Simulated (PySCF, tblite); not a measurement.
# C4H3N3OS: vibronic structure

What do calculations give for the vibronic structure of C4H3N3OS (`CSc1nnc(C#N)o1`)?

Computed with tblite 0.8.0 and PySCF 2.14.0 and routines of our own; the level stands in each step. Atoms count from 0.

### Step 1. The starting structure

12 atoms, charge 0, multiplicity 1; geometry from: force field or distance geometry start.

### Step 2. Geometry optimisation with GFN2-xTB

Job settings and geometry (Å):

```
{"job": {"kind": "relax", "xc": "GFN2-xTB", "basis": "xTB"}, "charge": 0, "multiplicity": 1}
C     -2.652500    -0.279900     0.525800
S     -1.310800    -1.459800     0.392300
C      0.065400    -0.394000     0.343500
N     -0.010000     0.934000     0.372800
N      1.287100     1.392900     0.314300
C      2.044800     0.325600     0.222900
C      3.464800     0.258100     0.124400
N      4.627700     0.189200     0.052300
O      1.351900    -0.847400     0.241500
H     -3.613700    -0.820200     0.580000
H     -2.566200     0.326300     1.430700
H     -2.687200     0.374700    -0.347200
```

On the command line:

```
$ OMP_NUM_THREADS=1 python excited_run.py task.json out
```

This one command runs all jobs of the session in turn.

What it wrote:

```text
step      E/eV     max force
  0    -710.20084    2.787
  1    -710.16480    8.010
  2    -710.32804    1.279
  3    -710.35010    0.582
  4    -710.35827    0.239
  5    -710.36594    0.431
  6    -710.37290    0.380
  7    -710.37670    0.187
  8    -710.37880    0.173
  9    -710.38047    0.212
 10    -710.38146    0.138
 11    -710.38190    0.045
 12    -710.38208    0.042
 13    -710.38222    0.067
 14    -710.38239    0.066
 15    -710.38262    0.055
 16    -710.38293    0.064
 17    -710.38333    0.092
 18    -710.38374    0.095
 19    -710.38408    0.057
 20    -710.38434    0.044
 21    -710.38457    0.050
 22    -710.38479    0.061
 23    -710.38500    0.051
 24    -710.38520    0.042
 25    -710.38537    0.047
 26    -710.38547    0.032
 27    -710.38551    0.017
 28    -710.38554    0.017
 29    -710.38556    0.022
 30    -710.38558    0.021
 31    -710.38560    0.016
 32    -710.38563    0.020
 33    -710.38566    0.020
 34    -710.38569    0.021
 35    -710.38572    0.014
 36    -710.38574    0.014
 37    -710.38575    0.013
 38    -710.38576    0.007
```

Run time: 0.23 s. Hardware: 1 thread of Arm Neoverse V1, shared host.

Step by step: (not every step is listed) (the energy doesn't fall at every step)

| step | energy from step 0 (eV) | largest force (eV/Å) |
| --- | --- | --- |
| 0 | 0.0000 | 2.7871 |
| 1 | 0.0360 | 8.0104 |
| 2 | -0.1272 | 1.2789 |
| 3 | -0.1493 | 0.5820 |
| 4 | -0.1574 | 0.2392 |
| 5 | -0.1651 | 0.4306 |
| 6 | -0.1721 | 0.3799 |
| 7 | -0.1759 | 0.1866 |
| 8 | -0.1780 | 0.1726 |
| 10 | -0.1806 | 0.1380 |
| 12 | -0.1812 | 0.0422 |
| 14 | -0.1816 | 0.0660 |
| 16 | -0.1821 | 0.0642 |
| 18 | -0.1829 | 0.0951 |
| 20 | -0.1835 | 0.0444 |
| 22 | -0.1839 | 0.0612 |
| 24 | -0.1844 | 0.0418 |
| 26 | -0.1846 | 0.0320 |
| 28 | -0.1847 | 0.0170 |
| 30 | -0.1847 | 0.0209 |
| 32 | -0.1848 | 0.0199 |
| 33 | -0.1848 | 0.0199 |
| 34 | -0.1848 | 0.0208 |
| 35 | -0.1849 | 0.0137 |
| 36 | -0.1849 | 0.0142 |
| 37 | -0.1849 | 0.0127 |
| 38 | -0.1849 | 0.0072 |

Distances of close pairs at the start and the end, largest changes first:

| bond | before (Å) | after (Å) | change (Å) |
| --- | --- | --- | --- |
| N3–N4 | 1.377 | 1.330 | -0.047 |
| S1–C2 | 1.741 | 1.713 | -0.029 |
| C0–S1 | 1.792 | 1.816 | +0.024 |
| C2–O8 | 1.368 | 1.345 | -0.023 |
| C6–N7 | 1.167 | 1.145 | -0.023 |
| C2–N3 | 1.330 | 1.308 | -0.022 |
| C0–H9 | 1.104 | 1.085 | -0.019 |
| C5–C6 | 1.425 | 1.406 | -0.019 |

The next job starts from the end point, and lists it.

### Step 3. Vibrational analysis with GFN2-xTB

Job settings and geometry (Å):

```
{"job": {"kind": "ir", "xc": "GFN2-xTB", "basis": "xTB"}, "charge": 0, "multiplicity": 1}
C     -2.623712    -0.246366     0.524505
S     -1.296678    -1.479230     0.397011
C      0.030274    -0.398036     0.340141
N     -0.008660     0.909191     0.381138
N      1.249702     1.333788     0.308738
C      2.015429     0.286318     0.226500
C      3.418511     0.268942     0.132370
N      4.560468     0.259350     0.055927
O      1.287263    -0.866583     0.241785
H     -3.554089    -0.801997     0.573719
H     -2.477236     0.342234     1.423638
H     -2.600074     0.391703    -0.352177
```

What it wrote:

```text
mode    cm-1     km/mol
  1      65.4      0.88
  2      88.1      0.66
  3     110.2      0.92
  4     135.8     13.19
  5     181.0      9.51
  6     249.9      0.46
  7     313.6      7.10
  8     466.4      2.53
  9     473.5     11.30
 10     538.4      4.23
 11     635.8      3.00
 12     679.0     20.48
 13     687.5      1.64
 14     732.1      4.07
 15     953.1      0.97
 16     958.2     12.11
 17     966.0      9.86
 18    1006.7      6.68
 19    1137.0      8.97
 20    1207.4    162.88
 21    1235.6     89.71
 22    1316.0      0.09
 23    1415.0     87.05
 24    1421.4     10.12
 25    1431.0    103.08
 26    1501.1     45.18
 27    2379.0    237.95
 28    3051.7      0.14
 29    3060.2      0.21
 30    3071.3      0.17
```

Run time: 0.37 s. Hardware: 1 thread of Arm Neoverse V1, shared host.

The strongest bands and the atoms that carry them (share of the mass-weighted mode):

| cm⁻¹ | km/mol | atoms |
| --- | --- | --- |
| 136 | 13.2 | O8 33 %, S1 18 %, N7 17 %, C5 12 % |
| 679 | 20.5 | C2 50 %, N3 20 %, O8 18 % |
| 1207 | 162.9 | N3 35 %, C2 25 %, N4 25 % |
| 1236 | 89.7 | C5 53 %, C2 21 %, N4 14 % |
| 1415 | 87.0 | C2 42 %, N3 22 %, H11 14 %, H10 14 % |
| 1431 | 103.1 | H10 29 %, H11 29 %, C2 20 % |
| 1501 | 45.2 | C5 69 %, N4 25 % |
| 2379 | 237.9 | C6 60 %, N7 39 % |

### Step 4. Vibronic structure: TDDFT CAM-B3LYP/def2-SVP

Settings changed since step 3:

```diff
@@ -1,2 +1,2 @@
-{"job": {"kind": "ir", "xc": "GFN2-xTB", "basis": "xTB"}, "charge": 0, "multiplicity": 1}
+{"job": {"kind": "vib", "xc": "CAM-B3LYP", "basis": "def2-SVP", "tda": false}, "charge": 0, "multiplicity": 1}
 C     -2.623712    -0.246366     0.524505
```

With the program's defaults for keys left out, this is: TDDFT CAM-B3LYP/def2-SVP vertical-gradient vibronic structure (displaced harmonic oscillators, Condon), gas phase.

What it wrote:

```text
final grid: 54992 points
cycle   1  E = -791.0859418898  dE =  2.042e+00  |g| = 8.059e-01  |ddm| = 4.545e+00
cycle   2  E = -790.9237426659  dE =  1.622e-01  |g| = 1.224e+00  |ddm| = 2.664e+00
cycle   3  E = -791.2339473991  dE = -3.102e-01  |g| = 1.675e-01  |ddm| = 1.299e+00
cycle   4  E = -791.2384825904  dE = -4.535e-03  |g| = 8.028e-02  |ddm| = 2.235e-01
cycle   5  E = -791.2397955148  dE = -1.313e-03  |g| = 1.602e-02  |ddm| = 7.888e-02
cycle   6  E = -791.2398489353  dE = -5.342e-05  |g| = 3.828e-03  |ddm| = 2.383e-02
cycle   7  E = -791.2398535097  dE = -4.574e-06  |g| = 1.290e-03  |ddm| = 7.030e-03
cycle   8  E = -791.2398539994  dE = -4.897e-07  |g| = 5.941e-04  |ddm| = 2.843e-03
cycle   9  E = -791.2398540812  dE = -8.183e-08  |g| = 2.691e-04  |ddm| = 8.295e-04
cycle  10  E = -791.2398541006  dE = -1.943e-08  |g| = 7.014e-05  |ddm| = 4.144e-04
cycle  11  E = -791.2398541024  dE = -1.739e-09  |g| = 3.529e-05  |ddm| = 1.415e-04
cycle  12  E = -791.2398541028  dE = -3.747e-10  |g| = 1.090e-05  |ddm| = 6.475e-05
converged SCF energy = -791.2398541028

Singlet excitations (eV, f): 5.124 (0.4133)  5.129 (0.0029)  6.138 (0.0004)  6.330 (0.0001)  6.667 (0.0066)  6.869 (0.0601)

State S1  5.1237 eV  f = 0.41327  H->L 0.96
  relaxed dipole 9.808 D, largest gradient of the excitation energy 0.0733 Eh/bohr
  mode    cm-1        S   lambda/meV  Raman
   26   1501.1    0.7739     144.0   1.000
   20   1207.4    0.4458      66.7   0.373
   18   1006.7    0.3460      43.2   0.201
   19   1137.0    0.2461      34.7   0.182
   27   2379.0    0.1112      32.8   0.361
   17    966.0    0.2062      24.7   0.110
    8    466.4    0.1561       9.0   0.019
   16    958.2    0.0658       7.8   0.035
   23   1415.0    0.0197       3.5   0.023
   14    732.1    0.0157       1.4   0.005
    7    313.6    0.0342       1.3   0.002
   22   1316.0    0.0064       1.0   0.006
  reorganisation energy 0.3725 eV, total S 2.527, 0-0 4.7511 eV
  absorption maximum 5.063 eV, width 0.540 eV

State S6  6.8691 eV  f = 0.06012  H->L+2 0.68, H-2->L 0.20
  relaxed dipole 6.826 D, largest gradient of the excitation energy 0.0770 Eh/bohr
  mode    cm-1        S   lambda/meV  Raman
   23   1415.0    0.4676      82.0   1.000
   18   1006.7    0.4240      52.9   0.459
   27   2379.0    0.0983      29.0   0.594
   26   1501.1    0.1554      28.9   0.374
   25   1431.0    0.1158      20.5   0.253
   19   1137.0    0.1278      18.0   0.176
   16    958.2    0.0861      10.2   0.084
   21   1235.6    0.0437       6.7   0.071
   11    635.8    0.0622       4.9   0.027
   14    732.1    0.0435       3.9   0.025
    8    466.4    0.0630       3.6   0.015
   10    538.4    0.0382       2.6   0.012
  reorganisation energy 0.2666 eV, total S 1.772, 0-0 6.6025 eV
  absorption maximum 6.602 eV, width 0.340 eV

State T1  3.5608 eV  f = 0.00000  H->L 0.81, H-2->L 0.13
  relaxed dipole 7.438 D, largest gradient of the excitation energy 0.1188 Eh/bohr
  mode    cm-1        S   lambda/meV  Raman
   26   1501.1    1.9462     362.2   1.000
   20   1207.4    1.3992     209.5   0.465
   19   1137.0    0.5980      84.3   0.176
   27   2379.0    0.1635      48.2   0.211
   18   1006.7    0.3049      38.1   0.070
    8    466.4    0.2627      15.2   0.013
   17    966.0    0.0959      11.5   0.020
   23   1415.0    0.0602      10.6   0.027
   25   1431.0    0.0328       5.8   0.015
    3    110.2    0.4051       5.5   0.001
   16    958.2    0.0311       3.7   0.007
    5    181.0    0.0497       1.1   0.000
  reorganisation energy 0.7977 eV, total S 5.378, 0-0 2.7631 eV
  absorption maximum 3.429 eV, width 0.877 eV
```

Wall time 43 s (1 thread of Arm Neoverse V1, shared host); peak memory 0.87 GiB.

### Step 5. Vibronic structure: TDDFT OLYP/6-31G*

Settings changed since step 4:

```diff
@@ -1,2 +1,2 @@
-{"job": {"kind": "vib", "xc": "CAM-B3LYP", "basis": "def2-SVP", "tda": false}, "charge": 0, "multiplicity": 1}
+{"job": {"kind": "vib", "xc": "OLYP", "basis": "6-31G*", "tda": false}, "charge": 0, "multiplicity": 1}
 C     -2.623712    -0.246366     0.524505
```

Level: TDDFT OLYP/6-31G* vertical-gradient vibronic structure (displaced harmonic oscillators, Condon), gas phase.

What it wrote:

```text
final grid: 54992 points
cycle   1  E = -791.6090515454  dE =  1.674e+00  |g| = 6.945e-01  |ddm| = 4.359e+00
cycle   2  E = -791.1019841887  dE =  5.071e-01  |g| = 1.626e+00  |ddm| = 2.240e+00
cycle   3  E = -791.6790999094  dE = -5.771e-01  |g| = 4.032e-01  |ddm| = 1.833e+00
cycle   4  E = -791.7137462103  dE = -3.465e-02  |g| = 1.120e-01  |ddm| = 3.910e-01
cycle   5  E = -791.7161828115  dE = -2.437e-03  |g| = 3.997e-02  |ddm| = 1.406e-01
cycle   6  E = -791.7164611958  dE = -2.784e-04  |g| = 2.362e-02  |ddm| = 5.502e-02
cycle   7  E = -791.7165807039  dE = -1.195e-04  |g| = 6.875e-03  |ddm| = 2.312e-02
cycle   8  E = -791.7165904294  dE = -9.726e-06  |g| = 2.112e-03  |ddm| = 8.035e-03
cycle   9  E = -791.7165916429  dE = -1.214e-06  |g| = 5.828e-04  |ddm| = 2.850e-03
cycle  10  E = -791.7165917242  dE = -8.122e-08  |g| = 1.692e-04  |ddm| = 7.697e-04
cycle  11  E = -791.7165917316  dE = -7.390e-09  |g| = 6.297e-05  |ddm| = 2.603e-04
cycle  12  E = -791.7165917324  dE = -8.890e-10  |g| = 2.331e-05  |ddm| = 8.134e-05
converged SCF energy = -791.7165917324

Singlet excitations (eV, f): 4.216 (0.2106)  4.247 (0.0011)  5.087 (0.0000)  5.414 (0.0001)  5.604 (0.0012)  5.779 (0.0003)

State S1  4.2158 eV  f = 0.21056  H->L 0.91
  relaxed dipole 11.511 D, largest gradient of the excitation energy 0.0580 Eh/bohr
  mode    cm-1        S   lambda/meV  Raman
   26   1501.1    0.3858      71.8   1.000
   18   1006.7    0.2600      32.5   0.303
   25   1431.0    0.1598      28.4   0.377
   27   2379.0    0.0927      27.3   0.603
   23   1415.0    0.1546      27.1   0.356
   16    958.2    0.1259      15.0   0.133
   20   1207.4    0.0722      10.8   0.121
   17    966.0    0.0817       9.8   0.088
   21   1235.6    0.0468       7.2   0.082
   14    732.1    0.0767       7.0   0.047
   10    538.4    0.0675       4.5   0.023
    8    466.4    0.0665       3.8   0.017
  reorganisation energy 0.2508 eV, total S 1.872, 0-0 3.9650 eV
  absorption maximum 3.969 eV, width 0.344 eV

State T1  3.2554 eV  f = 0.00000  H->L 0.98
  relaxed dipole 9.230 D, largest gradient of the excitation energy 0.0803 Eh/bohr
  mode    cm-1        S   lambda/meV  Raman
   26   1501.1    0.9566     178.0   1.000
   20   1207.4    0.3945      59.1   0.267
   27   2379.0    0.1325      39.1   0.348
   18   1006.7    0.2100      26.2   0.099
   19   1137.0    0.1844      26.0   0.111
   17    966.0    0.0810       9.7   0.035
   16    958.2    0.0559       6.6   0.024
    8    466.4    0.1051       6.1   0.011
    7    313.6    0.0344       1.3   0.002
    3    110.2    0.0582       0.8   0.000
   10    538.4    0.0096       0.6   0.001
  reorganisation energy 0.3558 eV, total S 2.254, 0-0 2.8995 eV
  absorption maximum 3.084 eV, width 0.530 eV
```

Wall time 28 s (1 thread of Arm Neoverse V1, shared host); peak memory 0.73 GiB.

### Step 6. Summary of results

| quantity | value |
| --- | --- |
| strongest single infrared mode (GFN2-xTB) | 2379 cm⁻¹, 238 km/mol |
| zero-point energy (GFN2-xTB) | 45.0 kcal/mol |
| S1: vertical, reorganisation, 0-0, total S (step 4, TDDFT CAM-B3LYP/def2-SVP, modes from GFN2-xTB) | 5.12, 0.37, 4.75 eV; 2.5 |
| S6: vertical, reorganisation, 0-0, total S (step 4, TDDFT CAM-B3LYP/def2-SVP, modes from GFN2-xTB) | 6.87, 0.27, 6.60 eV; 1.8 |
| T1: vertical, reorganisation, 0-0, total S (step 4, TDA CAM-B3LYP/def2-SVP, modes from GFN2-xTB) | 3.56, 0.80, 2.76 eV; 5.4 |
| S1: vertical, reorganisation, 0-0, total S (step 5, TDDFT OLYP/6-31G*, modes from GFN2-xTB) | 4.22, 0.25, 3.96 eV; 1.9 |
| T1: vertical, reorganisation, 0-0, total S (step 5, TDA OLYP/6-31G*, modes from GFN2-xTB) | 3.26, 0.36, 2.90 eV; 2.3 |

**Reading.** All 30 modes are real, so the xTB geometry is a minimum. The strongest single mode, at 2379 cm⁻¹, moves mainly C6 and N7. GFN2-xTB is a fitted tight-binding method: band positions and strengths are rough. Its intensities can rank the bands wrongly. Some states lie very close; unless symmetry makes them partners, their order is unsure. The vibronic model keeps the ground-state modes (from xTB) and shifts them along the gradient alone, so it can miss much of the relaxation that a full optimisation finds.
